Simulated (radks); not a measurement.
# Mn⁺ in [Ar] 3d5 4s1: an all-electron calculation

One table from this session's results is given with a row withheld; the runs are named, their logs left out.

The numbers are computed with radks (a radial shooting solver on a logarithmic mesh, Libxc functionals) version 1 (non-relativistic Kohn-Sham, Tao-Mo meta-GGA, spin-polarised, spherical densities, point nucleus; open shells are filled with parallel spins first), except any that are marked as measured or tabulated.

### The system

```
element       : manganese (Z = 25)
charge        : +1
electrons     : 24
configuration : [Ar] 3d5 4s1
```

Outer shells as boxes (Hund's rule):

Mn⁺
```
[Ar] core
3d [↑ ][↑ ][↑ ][↑ ][↑ ]
4s [↑ ]
```

Set-up of the first run:

Settings of this run:

```text
Z 25
configuration [Ar] 3d5 4s1
relativity non-relativistic
functional tm,tm
spin polarised
nucleus point
```

On the command line:

```sh
> python run_ks.py task.json out
```

The same process makes all the runs of this session.

One of the session's tables, all rows but one given; the rest of the session is left out.

It belongs to the step «Shells». Radial moments (bohr):

```
  level      <r>  outermost maximum (interpolated)  90 % within  nodes
  1s up  0.06150                            0.0405        0.110      0
1s down  0.06150                            0.0405        0.110      0
  2s up   0.2820                             0.235        0.437      1
2s down   0.2814                             0.235        0.436      1
  2p up   0.2485                             0.190        0.407      0
2p down   0.2479                             0.189        0.406      0
  3s up   0.8592                             0.743         1.29      2
3s down   0.8623                             0.743         1.29      2
  3p up   0.9075                             0.756         1.40      1
3p down   0.9126                             0.756         1.41      1
  3d up        ?                                 ?            ?      ?
  4s up    2.776                              2.37         4.12      3
3d down    1.216                             0.762         2.14      0
```

**Question.** Estimate the row for 3d up.

**Answer.** <r>: 1.164; outermost maximum (interpolated): 0.759; 90 % within: 2.02; nodes: 0. In the column «<r>» it lies between 3p down (0.9126) and 3d down (1.216).

Limits of these values: Open shells are spherical and high-spin; term and fine-structure splittings are not resolved.
